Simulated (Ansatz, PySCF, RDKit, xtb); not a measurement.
**Which structure has the formula ZnBC?**

Only the formula ZnBC is given (odd number of electrons). Aim: find the structure of lowest free energy at 298.15 K, then its properties.

The funnel: GFN2-xTB relaxations, single points with a density functional, relaxations at BLYP-D3(BJ)/def2-SVP, harmonic vibrations, and a last energy at a higher level. All values are calculated.

6 further runs of the same task are left out: 6 set aside as unsound or not needed.

### Step 1. Possible bonding patterns

All bonding patterns within simple valence rules are listed by program: one Lewis structure each, at most two rings and one unusual centre or charged pair. O–O, O–halogen and N–halogen bonds and N–N–N chains are not drawn. That gives 3 candidates.

| label | SMILES | spin |
| --- | --- | --- |
| c286 | B#[C][Zn] | doublet |
| c676 | [C+]#[B-][Zn] | doublet |
| c765 | [B]1=[C][Zn]1 | doublet |

Candidates are built by distance geometry, with a force field where one applies, in up to four conformers (letters a to d). 2 starts with atoms placed at random are added, to find patterns that the rules miss.

**Question.** With final energies at CCSD(T)/def2-TZVP, which structure will this search put lowest in free energy, and by what margin?

| quantity | value |
| --- | --- |
| lowest structure found | [B]1=[C][Zn]1, doublet, Cs |
| next finalist | [C][B][Zn] ‡, doublet, 5.6 kcal/mol higher in G |
| share at equilibrium, among the finalists | 100.0 % |
| harmonic wavenumbers, lowest and highest (BLYP-D3(BJ)/def2-SVP) | 290 and 1328 cm⁻¹ |
| rotational constants, same geometry | 1.478, 0.2723, 0.2299 cm⁻¹ |
| dipole moment (PBE0/def2-TZVPD) | 4.78 D |
| HOMO energy (highest over α and β) (PBE0/def2-TZVPD) | -6.51 eV |
| LUMO energy (lowest over α and β) (PBE0/def2-TZVPD) | -3.74 eV |
| lowest excitation (TD-B3LYP/def2-SVPD) | 0.77 eV (f = 0.002) |
| strongest of the states computed, same level | 2.20 eV (f = 0.012) |
| vertical ionisation energy (to the singlet cation) | 8.91 eV |
| vertical electron affinity | 1.78 eV |
| vertical quartet less doublet | +0.82 eV |

`[B]1=[C][Zn]1` comes out lowest. The margin of 5.6 kcal/mol over the next finalist is beyond the usual error of the last level; it says nothing of structures that weren't ranked. GFN2-xTB, HF/STO-3G, r2SCAN-D4/def2-SVP, BLYP-D3(BJ)/def2-SVP and MP2/def2-TZVP already put its bonding pattern lowest among the structures in one piece; HF/def2-TZVP favours the doublet [C+]#[B-][Zn]. A large T1 diagnostic among the finalists warns that one reference determinant may not suffice. It concerns: the winner; the finalist [C][B][Zn] ‡ (doublet). The stability test raises a flag; for an open shell a flag towards a general spinor solution can be the free rotation of the spin. The search is not exhaustive (a finite list of starts, one conformer a finalist), so a lower isomer can't be ruled out.

‡ marks the bonded skeleton alone, with all bonds drawn single: no Lewis structure was assigned that passes a check against the bond lengths.
